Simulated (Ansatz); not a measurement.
# C7H12O2: how energies converge with the basis set

The task here is to estimate one member of a computed series from the others.

The runs use Ansatz 0.2.0, Gaussian basis; one geometry, several basis sets.

The runs, in order: PBE0-D4/def2-SVP; ωB97M-V/def2-SVP; PBE0-D4/def2-QZVPP; ωB97M-V/def2-QZVPP; the functionals' def2-TZVPP values are taken from earlier runs.

## The relaxed structure

The geometry comes from an earlier relaxation with PBE0-D4 in a triple-zeta def2 set; it is a stationary point, not always the lowest conformer.

SMILES `CCC(=O)CC(=O)CC`, 21 atoms, charge 0, spin multiplicity 1.

Atoms are counted from 1 here; the program's logs count them from 0.

Bond lengths: C1–C2 1.513 Å, C1–H10 1.091 Å, C1–H11 1.091 Å, C1–H12 1.091 Å, C2–C3 1.503 Å, C2–H13 1.097 Å, C2–H14 1.098 Å, C3–O4 1.205 Å, C3–C5 1.522 Å, C5–C6 1.522 Å, C5–H15 1.090 Å, C5–H16 1.090 Å, C6–O7 1.205 Å, C6–C8 1.503 Å, C8–C9 1.513 Å, C8–H17 1.098 Å, C8–H18 1.097 Å, C9–H19 1.091 Å and more. Angles: C2–C1–H10 110.9°, C2–C1–H11 111.0°, C2–C1–H12 110.7°, H10–C1–H11 107.3°, H10–C1–H12 108.3°, H11–C1–H12 108.5°, C1–C2–C3 114.0°, C1–C2–H13 112.3°, C1–C2–H14 111.6°, C3–C2–H13 106.9°, C3–C2–H14 106.8°, H13–C2–H14 104.7°, C2–C3–O4 123.5°, C2–C3–C5 115.7°, O4–C3–C5 120.7°, C3–C5–C6 106.9°, C3–C5–H15 111.0°, C3–C5–H16 108.3° and more.

The first run:

File in.yaml:

```yaml
crystal:
  periodic: [false, false, false]
  atoms:
    - {symbol: C, position_ang: [0.828934, 0.048682, -3.162017]}
    - {symbol: C, position_ang: [0.997982, -0.701012, -1.859200]}
    - {symbol: C, position_ang: [-0.256173, -0.784092, -1.035736]}
    - {symbol: O, position_ang: [-1.326626, -0.377783, -1.412411]}
    - {symbol: C, position_ang: [-0.092902, -1.368292, 0.360465]}
    - {symbol: C, position_ang: [0.181934, -0.202479, 1.300000]}
    - {symbol: O, position_ang: [1.304644, 0.203167, 1.466699]}
    - {symbol: C, position_ang: [-1.027803, 0.421958, 1.936011]}
    - {symbol: C, position_ang: [-0.730585, 1.685165, 2.713115]}
    - {symbol: H, position_ang: [0.522884, 1.080251, -2.980795]}
    - {symbol: H, position_ang: [0.059443, -0.413278, -3.782050]}
    - {symbol: H, position_ang: [1.764628, 0.062007, -3.723415]}
    - {symbol: H, position_ang: [1.770919, -0.256738, -1.219390]}
    - {symbol: H, position_ang: [1.335376, -1.732028, -2.027867]}
    - {symbol: H, position_ang: [0.757163, -2.049368, 0.402207]}
    - {symbol: H, position_ang: [-1.019060, -1.876528, 0.629124]}
    - {symbol: H, position_ang: [-1.482790, -0.346710, 2.574294]}
    - {symbol: H, position_ang: [-1.759680, 0.587213, 1.135260]}
    - {symbol: H, position_ang: [-0.307093, 2.452053, 2.062585]}
    - {symbol: H, position_ang: [-0.004957, 1.495556, 3.505255]}
    - {symbol: H, position_ang: [-1.640839, 2.082956, 3.164866]}
basis:
  gaussian: {orbitals: def2-SVP}
hamiltonian: {xc: pbe0, dispersion: d4}
output: {orbitals: {seedname: orbitals}}
```

Command:

```sh
> ansatz run in.yaml --threads 4 --pin off --events-out ev --progress --plain --max-ram 66560MiB --backend cpu
```

Among the steps run: PBE0-D4 in def2-SVP; ωB97M-V in def2-SVP; PBE0-D4 in def2-QZVPP; ωB97M-V in def2-QZVPP.

One table of the session follows, with a row left open; its other results are not shown here.

It belongs to the step «Density functionals: the series». 

```
functional       basis  HOMO (eV)
   PBE0-D4    def2-SVP      -7.23
   PBE0-D4  def2-TZVPP      -7.31
   PBE0-D4  def2-QZVPP      -7.33
   ωB97M-V    def2-SVP          ?
   ωB97M-V  def2-TZVPP      -9.69
   ωB97M-V  def2-QZVPP      -9.71
```

Q: Estimate the row for ωB97M-V, def2-SVP from the others.

**Answer.** HOMO (eV): -9.60. In the column «HOMO (eV)» it lies between ωB97M-V, def2-TZVPP (-9.69) and PBE0-D4, def2-QZVPP (-7.33).
